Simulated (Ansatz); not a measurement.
# C8H12: how energies converge with the basis set

How large a basis does C8H12 need? Two functionals are run in growing sets.

The runs use Ansatz 0.2.0, Gaussian basis; one geometry, several basis sets.

Plan: PBE0-D4/def2-SVP; ωB97M-V/def2-SVP; PBE0-D4/def2-QZVPP; ωB97M-V/def2-QZVPP; the functionals' def2-TZVPP values are taken from earlier runs.

### Step 1. The relaxed structure

The geometry comes from an earlier relaxation with PBE0-D4 in a triple-zeta def2 set; it is a stationary point, not always the lowest conformer.

SMILES `C=CC1CC=CCC1`, 20 atoms, charge 0, spin multiplicity 1.

Atoms are counted from 1 here; the program's logs count them from 0.

Bond lengths: C1–C2 1.325 Å, C1–H9 1.084 Å, C1–H10 1.086 Å, C2–C3 1.492 Å, C2–H11 1.090 Å, C3–C4 1.530 Å, C3–C8 1.529 Å, C3–H12 1.097 Å, C4–C5 1.496 Å, C4–H13 1.095 Å, C4–H14 1.099 Å, C5–C6 1.328 Å, C5–H15 1.087 Å, C6–C7 1.496 Å, C6–H16 1.086 Å, C7–C8 1.522 Å, C7–H17 1.098 Å, C7–H18 1.095 Å and more. Angles: C2–C1–H9 121.7°, C2–C1–H10 121.3°, H9–C1–H10 117.0°, C1–C2–C3 125.4°, C1–C2–H11 119.1°, C3–C2–H11 115.5°, C2–C3–C4 111.1°, C2–C3–C8 111.6°, C2–C3–H12 108.5°, C4–C3–C8 109.5°, C4–C3–H12 108.1°, C8–C3–H12 108.0°, C3–C4–C5 112.6°, C3–C4–H13 109.5°, C3–C4–H14 109.6°, C5–C4–H13 109.9°, C5–C4–H14 109.7°, H13–C4–H14 105.3° and more.

### Step 2. PBE0-D4 in def2-SVP

in.yaml

```yaml
crystal:
  periodic: [false, false, false]
  atoms:
    - {symbol: C, position_ang: [-1.085545, -2.160716, -1.879960]}
    - {symbol: C, position_ang: [-0.220591, -1.707124, -0.984129]}
    - {symbol: C, position_ang: [-0.219925, -0.333381, -0.402456]}
    - {symbol: C, position_ang: [1.063787, 0.416240, -0.763927]}
    - {symbol: C, position_ang: [1.232302, 1.677796, 0.021887]}
    - {symbol: C, position_ang: [0.523002, 1.965881, 1.107409]}
    - {symbol: C, position_ang: [-0.495154, 1.038099, 1.690165]}
    - {symbol: C, position_ang: [-0.381649, -0.366935, 1.117450]}
    - {symbol: H, position_ang: [-1.030743, -3.173158, -2.263025]}
    - {symbol: H, position_ang: [-1.882799, -1.531239, -2.263909]}
    - {symbol: H, position_ang: [0.566949, -2.369769, -0.623973]}
    - {symbol: H, position_ang: [-1.068317, 0.222137, -0.822063]}
    - {symbol: H, position_ang: [1.066033, 0.640949, -1.835679]}
    - {symbol: H, position_ang: [1.931733, -0.238713, -0.602506]}
    - {symbol: H, position_ang: [1.973795, 2.387453, -0.334900]}
    - {symbol: H, position_ang: [0.680803, 2.915356, 1.611433]}
    - {symbol: H, position_ang: [-1.501350, 1.439630, 1.509090]}
    - {symbol: H, position_ang: [-0.385435, 1.009652, 2.779643]}
    - {symbol: H, position_ang: [-1.257660, -0.962684, 1.387106]}
    - {symbol: H, position_ang: [0.490774, -0.869483, 1.552336]}
basis:
  gaussian: {orbitals: def2-SVP}
hamiltonian: {xc: pbe0, dispersion: d4}
output: {orbitals: {seedname: orbitals}}
```

The run is started by

```
$ ansatz run in.yaml --threads 2 --pin off --events-out ev --progress --plain --max-ram 32768MiB --backend cpu
```

Further steps of the session: ωB97M-V in def2-SVP; PBE0-D4 in def2-QZVPP; ωB97M-V in def2-QZVPP.

Before running them: what should the planned runs give, taken together? Wanted: PBE0-D4: double and triple zeta above quadruple; ωB97M-V: double and triple zeta above quadruple.

The runs gave:

```
                                       quantity          value
PBE0-D4: double and triple zeta above quadruple  9.48, 0.46 eV
ωB97M-V: double and triple zeta above quadruple  9.97, 0.44 eV
```

In words: PBE0-D4 gains 9.02 eV from double to triple zeta, then 0.46 eV more. Total energies overstate the basis error of differences, where much of it tends to cancel. The LUMO of ωB97M-V is positive and keeps falling with the basis (2.82 to 1.94 eV): an unbound level that the basis holds in place.
